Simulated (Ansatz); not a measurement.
# WSe2: how the settings move a relaxation

Aim: see which settings change the result for WSe2, by how much, and at what cost.

Method: reference: DFT, LDA, PAW with Ansatz's default frozen-core files, scalar-relativistic; relaxation of cell and atoms, in Ansatz 0.2.0.

## (1) Starting point

It takes space group P6_3/mmc (No. 194, hexagonal). Conventional cell: a = 3.290 Å, b = 3.290 Å, c = 12.970 Å, α = 90.00°, β = 90.00°, γ = 120.00°. Around W (site symmetry -6m2) lie 6 Se at 2.53 Å. Around Se (site symmetry 3m) lie 3 W at 2.53 Å.

Coordinates:

```
W Se
1.0
     3.29000    0.00000    0.00000
    -1.64500    2.84922    0.00000
     0.00000    0.00000   12.97000
W Se
2 4
Direct
  0.33333 0.66667 0.25000
  0.66667 0.33333 0.75000
  0.33333 0.66667 0.62100
  0.66667 0.33333 0.12100
  0.33333 0.66667 0.87900
  0.66667 0.33333 0.37900
```

## (2) Reference

Contents of input.yaml:

```yaml
crystal:
  lattice:
    - [3.29000000002, 0.0, 0.0]
    - [-1.64500000001, 2.84922357847, 0.0]
    - [0.0, 0.0, 12.97]
  atoms:
    - { symbol: W, position: [0.333333333333, 0.666666666667, 0.25] }
    - { symbol: W, position: [0.666666666667, 0.333333333333, 0.75] }
    - { symbol: Se, position: [0.333333333333, 0.666666666667, 0.621] }
    - { symbol: Se, position: [0.666666666667, 0.333333333333, 0.121] }
    - { symbol: Se, position: [0.333333333333, 0.666666666667, 0.879] }
    - { symbol: Se, position: [0.666666666667, 0.333333333333, 0.379] }
kpoints:
  mp_grid: { grid: [8, 8, 2] }
scf:
  occupations: { method: fermi_dirac, width: 0.1 }
hamiltonian:
  xc: lda
  pseudopotentials: { kind: paw }
relax:
  f_tol: 0.002
  max_steps: 80
  cell: {}
output:
  forces: true
  stress: true
  write_density: true
  write_potential: true
  elf: true
  volumetric_format: npy
```

On the command line:

```bash
ansatz run input.yaml --threads 2 --pin off --max-ram 6144MiB --backend cpu --events-out ev --progress --plain --runs-dir out
```

## (3) Changed: mp_grid.grid [6, 6, 2], occupations.method fixed, lower_state_search light, eigensolver.kind davidson, f_tol 0.05, max_displacement 0.05

Changes to input.yaml since step 2:

```diff
@@ -13,5 +13,7 @@
 kpoints:
-  mp_grid: { grid: [8, 8, 2] }
+  mp_grid: { grid: [6, 6, 2] }
 scf:
-  occupations: { method: fermi_dirac, width: 0.1 }
+  occupations: { method: fixed }
+  lower_state_search: light
+  eigensolver: { kind: davidson }
 hamiltonian:
@@ -20,5 +22,6 @@
 relax:
-  f_tol: 0.002
+  f_tol: 0.05
   max_steps: 80
   cell: {}
+  max_displacement: 0.05
 output:
@@ -26,5 +29 @@
   stress: true
-  write_density: true
-  write_potential: true
-  elf: true
-  volumetric_format: npy
```

**Question.** What will these runs give? Wanted: for each run, ending; energy change; pressure; gap; force.

As calculated:

```csv
run,ending,energy change,pressure (GPa),gap (eV),force (eV/Å),cycles,time
reference,converged,0,0.0,1.00,0.00,40,19 s
"1: mp_grid.grid [6, 6, 2], occupations.method fixed, lower_state_search light, eigensolver.kind davidson, f_tol 0.05, max_displacement 0.05",converged,+0.3 meV/atom (σ→0),0.0,0.89,0.00,43,18 s
```

Times don't compare one to one where runs were asked for different outputs or read a saved state (see the inputs); cycles may leave out searches for a lower state.

**Reading.** Changing the k-point mesh, smearing, search for lower states, solver, convergence setting and walk settings moves the energy by +0.3 meV/atom (σ→0 values), and the gap on the mesh goes from 1.00 to 0.89 eV. A gap read on a mesh depends on which points the mesh holds, and a coarse mesh shifts the density too. The gap of the reference lacks spin-orbit coupling, though the cell holds W.
